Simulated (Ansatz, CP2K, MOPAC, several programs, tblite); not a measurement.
Energy against volume for TiO2 (anatase), at fixed shape and fractional coordinates, computed by several methods (PBE and r2SCAN, where shown, with plane waves in Ansatz); the cell shown is that of r2SCAN. With free coordinates or axes held, a curve is too stiff, and on another method's shape its minimum isn't the method's own volume. It is tetragonal, I4_1/amd (No. 141); a = 3.778 Å, c = 9.583 Å in the conventional setting, 11.40 Å³ an atom. Ti is surrounded by 6 O at 1.93–1.99 Å and 4 Ti at 3.05 Å; O is surrounded by 3 Ti at 1.93–1.99 Å. No spin polarisation and no zero-point or thermal motion. Energies count from each curve's lowest point; fits are third-order Birch-Murnaghan.

```
Ti O
1.0
    -1.88890    1.88890    4.79172
     1.88890   -1.88890    4.79172
     1.88890    1.88890   -4.79172
Ti O
2 4
Direct
  0.75000 0.25000 0.50000
  0.00000 0.00000 0.00000
  0.54271 0.04271 0.50000
  0.79271 0.79271 0.00000
  0.20729 0.20729 0.00000
  0.95729 0.45729 0.50000
```

light PBE (260 eV, its own mesh), on the shape of the cell shown:
```csv
V (Å³/atom),E (meV/atom)
10.486,46.48
10.942,0.00
11.398,6.13
11.854,22.69
12.310,50.14
12.765,111.76
```
The points scatter about a smooth fit, as a low cutoff and a light mesh can make them, so no fit is quoted.

PBE/DZVP (CP2K), on the shape of the cell shown:
```csv
V (Å³/atom),E (meV/atom)
10.030,188.11
10.714,53.90
11.398,0.00
12.082,5.23
12.765,54.26
```
V₀ = 11.66 Å³ an atom and B₀ = 209 GPa.

PBE, on the shape of its own relaxed cell:
```csv
V (Å³/atom),E (meV/atom)
10.967,30.03
11.317,7.12
11.667,0.00
12.017,6.42
12.367,24.35
```
V₀ = 11.67 Å³ an atom and B₀ = 206 GPa.

Question: GFN1-xTB (tblite), on the shape of the cell shown, as a cluster of 108 atoms at the zone centre, gives

| V (Å³/atom) | E (meV/atom) |
| --- | --- |
| 10.030 | 20.58 |
| 10.714 | 0.00 |
| 11.398 | 15.57 |
| 12.082 | 57.13 |
| 12.765 | 117.44 |

What equilibrium volume and bulk modulus follow?

Answer: V₀ = 10.72 Å³ an atom and B₀ = 131 GPa.

PM7 (MOPAC), on the shape of the cell shown, as a cluster of 108 atoms at the zone centre:
```
V (Å³/atom)  E (meV/atom)
     10.030        837.97
     10.714        441.31
     11.398        192.23
     12.082         50.90
     12.765          0.00
```
The lowest point is an end point, so the minimum isn't bracketed.
